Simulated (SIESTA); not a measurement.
Crystal: GaGe3.

```
CELL_PARAMETERS angstrom
4.27847 0.00000 0.00000
0.00000 4.27847 0.00000
0.00000 0.00000 4.27847
ATOMIC_POSITIONS crystal
Ge 0.50000 0.50000 0.00000
Ge 0.50000 0.00000 0.50000
Ge 0.00000 0.50000 0.50000
Ga 0.00000 0.00000 0.00000
```

The cell comes from a database or a generator and needn't be the stable form of this composition.

Base run:

* Program: SIESTA 5.4.2
* Functional: PBEsol
* Potentials or basis: PseudoDojo 0.4 standard (PBEsol files)
* Basis: SZ (energy shift 0.003 Ry)
* Grid cutoff: 800 Ry
* Energy shift: 0.003 Ry
* k mesh: 6 × 6 × 6
* Occupations: fermi-dirac, width 0.05 eV
* Spin: no spin polarisation

Its results: band gap on the k mesh none (metal or under the smearing width); pressure 8.0 GPa.

Problem. The run is repeated on the same cell with these changes: basis from SZ (energy shift 0.003 Ry) to SZP (energy shift 0.003 Ry). What comes out?

Solution. Band gap on the k mesh none (metal or under the smearing width); pressure 0.5 GPa.

Caveats: the basis of atomic orbitals isn't converged, which shifts pressures, moduli and gaps; the basis has no polarisation orbitals (some runs).
